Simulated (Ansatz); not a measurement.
# Ag: the cost of one run

Method: DFT LDA, scalar-relativistic, in Ansatz 0.2.0.

### 1 The structure to begin with

Symmetry: P6_3/mmc, No. 194, hexagonal system. Conventional cell: a = 2.886 Å, b = 2.886 Å, c = 10.000 Å, α = 90.00°, β = 90.00°, γ = 120.00°. Ag (site symmetry -6m2) is surrounded by 12 Ag at 2.89 to 3.00 Å. Around Ag (site symmetry -3m) lie 12 Ag at 2.89 to 3.00 Å.

As a file:

```
CELL_PARAMETERS angstrom
2.88620 0.00000 0.00000
-1.44310 2.49952 0.00000
0.00000 0.00000 10.00000
ATOMIC_POSITIONS crystal
Ag 0.33333 0.66667 0.25000
Ag 0.66667 0.33333 0.75000
Ag 0.00000 0.00000 0.00000
Ag 0.00000 0.00000 0.50000
```

Atoms are numbered in the order of the input: Ag1, Ag2, Ag3, Ag4.

### 2 After the deformation

Space group P6_3/mmc before, P6_3/mmc after.

### 3 Full-potential LAPW

Input file input.yaml:

```yaml
crystal:
  lattice:
    - [2.8861989086, 0.0, 0.0]
    - [-1.4430994543, 2.4995215753, 0.0]
    - [0.0, 0.0, 9.8]
  atoms:
    - { symbol: Ag, position: [0.3333333333, 0.6666666667, 0.25] }
    - { symbol: Ag, position: [0.6666666667, 0.3333333333, 0.75] }
    - { symbol: Ag, position: [0.0, 0.0, 0.0] }
    - { symbol: Ag, position: [0.0, 0.0, 0.5] }
kpoints:
  mp_grid: { grid: [14, 14, 4] }
  band_path:
    path:
      - [0.0, 0.0, 0.0]
      - [0.5, 0.0, 0.0]
      - [0.3333333333, 0.3333333333, 0.0]
      - [0.0, 0.0, 0.0]
      - [0.0, 0.0, 0.5]
      - [0.5, 0.0, 0.5]
      - [0.3333333333, 0.3333333333, 0.5]
      - [0.0, 0.0, 0.5]
      - [0.5, 0.0, 0.5]
    npoints: 5
scf:
  occupations: { method: fermi_dirac, width: 0.08 }
hamiltonian:
  xc: lda
  pseudopotentials: { kind: all_electron, lapw: { basis_error: 0.0005 } }
output:
  forces: true
  stress: true
  eigenvalues: true
```

Command:

```sh
> ansatz run input.yaml --threads 1 --pin off --max-ram 6144MiB --backend cpu --events-out ev --progress --plain --runs-dir out
```

What time and memory should one allow on 1 thread of Arm Neoverse V2, shared host?

About 72 s, with a peak of 0.68 GiB.
